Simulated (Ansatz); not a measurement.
Predict the output of the script below (Ansatz's Python interface).

`xc_hf2hc.py`
```python
"""Functional comparison for Hf2HC (totals differ with the potentials too)."""

from dataclasses import dataclass

import ansatz


@dataclass
class Options:
    smearing: str = "cold"


opts = Options()

xtal = (
    ansatz.Lattice.from_parameters(3.29129, 3.29129, 15.535242, alpha=90, beta=90, gamma=120)
    .space_group(166)
    .atom("Hf", (2 / 3, 1 / 3, 0.088776))
    .atom("H", (0.0, 0.0, 0.0))
    .atom("C", (1 / 3, 2 / 3, 1 / 6))
    .primitive()
)

setup = (
    xtal.calculation()
    .mixing("msr1", preconditioner="resta")
    .occupations(opts.smearing)
    .kpoints(10, center="gamma")
    .forces()
    .stress()
)

rows = []
for value in ["blyp", "pbesol", "lda"]:
    summary = setup.functional(value).run(threads=1).report
    rows.append((value, summary["free_energy_ev"] / len(summary["lattice"]["sites"]), summary["n_iterations"], sum(summary["stress_gpa"][i][i] for i in range(3)) / 3, max(abs(f) for row in summary["forces_ev_ang"] for f in row), summary["n_kpoints"]))

print("  functional   F/atom (eV)    iterations       P (GPa)  max component (eV/A)      k-points")
for row in rows:
    print(f"{str(row[0]):>12s}  {row[1]:12.5f}  {row[2]:12d}  {row[3]:12.3f}  {row[4]:20.4f}  {row[5]:12d}")
```

```console
$ python xc_hf2hc.py
DeckWarning: basis.ecutwfc = 420 eV, auto-derived from the records' recommended cutoffs: set by Hf (normal level)
  functional   F/atom (eV)    iterations       P (GPa)  max component (eV/A)      k-points
        blyp   -7939.98386             7         8.517                0.3544           116
      pbesol   -7865.31933             7        -2.838                0.0424           116
         lda   -7803.82169             7        -7.466                0.2318           116
```
(Warnings from the package without file and line.)

From lowest to highest: LDA (-7.5 GPa), PBEsol (-2.8 GPa) and BLYP (8.5 GPa). At a fixed cell a lower pressure usually means a smaller equilibrium volume, so LDA prefers the smallest cell and BLYP the largest.

Notes:
- BLYP can be off by several per cent in the lattices of metals, and by several GPa in the pressure at a fixed cell.
- The mesh is modest for a metal, so energies can be off by several to tens of meV an atom and pressures by half a GPa or more; differences at equal mesh fare better.
- Pressure is positive in compression.
- Spin-orbit coupling, which matters for elements this heavy, is left out.
- This cell is a computed structure, which may not be the phase found in nature.
- Total energies of different functionals can't be compared; pressures, moments and gaps at this one structure can.
- Run time: 23 s on 1 thread of Arm Neoverse V2, with other jobs on the host, peak memory 0.49 GiB.
